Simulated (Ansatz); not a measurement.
# 2 structures of TiRh: ranking of polymorphs by energy

Which structure of TiRh is lowest? Aim: a ranking of polymorphs by energy, for 2 structures of TiRh, run from a script.

All numbers are computed with Ansatz 0.2.0 through its Python package. Level of theory: DFT LDA, plane waves, PAW.

## (1) The structure

TiRh P4/mmm: The structure is tetragonal, space group P4/mmm (No. 123). The conventional cell has a = 2.988 Å, b = 2.988 Å, c = 3.350 Å, α = 90.00°, β = 90.00°, γ = 90.00°. Around Ti (site symmetry 4/mmm) lie 8 Rh at 2.70 Å and 4 Ti at 2.99 Å. Rh (site symmetry 4/mmm) is surrounded by 8 Ti at 2.70 Å and 4 Rh at 2.99 Å.

TiRh Pm-3m: The structure is cubic, space group Pm-3m (No. 221). The conventional cell has a = 3.115 Å, b = 3.115 Å, c = 3.115 Å, α = 90.00°, β = 90.00°, γ = 90.00°. Ti (site symmetry m-3m) is surrounded by 8 Rh at 2.70 Å. Around Rh (site symmetry m-3m) lie 8 Ti at 2.70 Å.

No structure file is read: the coordinates are typed or built in the script.

## (2) Script

polymorphs.py

```python
"""Which structure of TiRh is lowest in energy, at the given cells."""

import csv

import ansatz as az
import numpy as np


def run_phase(name, crystal):
    calc = crystal.calculation()
    calc = calc.basis(34 * az.Ry).functional("LDA")
    calc = calc.kpoints(spacing=0.16).occupations("fermi_dirac", width=0.1)
    calc = calc.stress()
    calc = calc.band_table()
    return calc.run()


def volume_per_atom(outcome):
    return abs(np.linalg.det(outcome.lattice.cell_ang)) / len(outcome.lattice.sites)


def pressure_gpa(outcome):
    return float(np.trace(outcome.report["stress_gpa"]) / 3)


def main() -> None:
    phases = {}
    p4_mmm = (
        az.Lattice.from_parameters(2.988, 2.988, 3.35, alpha=90, beta=90, gamma=90)
        .space_group(123, hermann_mauguin="P4/mmm")
        .atom("Ti", [0.5, 0.5, 0.5])
        .atom("Rh", [0.0, 0.0, 0.0])
    )
    phases["P4/mmm"] = p4_mmm
    pm_3m = (
        az.Lattice.cubic(3.115202)
        .space_group(221)
        .atom("Ti", [0.5, 0.5, 0.5])
        .atom("Rh", [0.0, 0.0, 0.0])
    )
    phases["Pm-3m"] = pm_3m

    done = {}
    for name, crystal in phases.items():
        done[name] = run_phase(name, crystal)
        print(f"{name}: {done[name].report['energy_sigma0_ev']:.4f} eV, {len(done[name].lattice.sites)} atoms")

    energy = {name: o.report["energy_sigma0_ev"] / len(o.lattice.sites) for name, o in done.items()}
    lowest = min(energy.values())
    rows = [(name, len(o.lattice.sites), 1000 * (energy[name] - lowest), volume_per_atom(o), pressure_gpa(o)) for name, o in done.items()]
    rows.sort(key=lambda row: row[2])
    with open("polymorphs.csv", "w", newline="") as handle:
        writer = csv.writer(handle)
        writer.writerow(["phase", "atoms", "dE (meV/atom)", "V (A^3/atom)", "P (GPa)"])
        writer.writerows([round(v, 4) if isinstance(v, float) else v for v in row] for row in rows)
    print(open("polymorphs.csv").read())
    print("order:", " < ".join(row[0] for row in rows))


if __name__ == "__main__":
    main()
```

## (3) What the engine is handed

The engine receives this input (first run):

```yaml
crystal:
  lattice:
    a: 2.988
    b: 2.988
    c: 3.35
    alpha: 90.0
    beta: 90.0
    gamma: 90.0
  space_group: 123
  setting:
    hermann_mauguin: P4/mmm
  atoms:
    - { symbol: Ti, position: [0.5, 0.5, 0.5] }
    - { symbol: Rh, position: [0.0, 0.0, 0.0] }
basis:
  ecutwfc: 462.593566181796
kpoints:
  mp_grid:
    kspacing: 0.16
hamiltonian:
  xc: lda
scf:
  occupations:
    method: fermi_dirac
    width: 0.1
output:
  stress: true
  eigenvalues: true
```

## (4) Launch

Command:

```console
> python polymorphs.py
```

**Question.** Which of these structures comes out lowest, and how far apart are they?

The runs gave:

| quantity | value |
| --- | --- |
| runs compared | 2 |
| lowest | run 1 (P4/mmm) |
| next above it by | 31.1 meV/atom |

What this shows: By space group at the end of each run: P4/mmm (+0 meV an atom, 15.0 Å³) and Pm-3m (+31 meV an atom, 15.1 Å³). Spin is left out of this run. Pressure is positive in compression. The ranking holds among these structures alone, at zero temperature; the ground state may be another structure. Differences under 10 to 15 meV an atom lie within the error of mesh and functional.
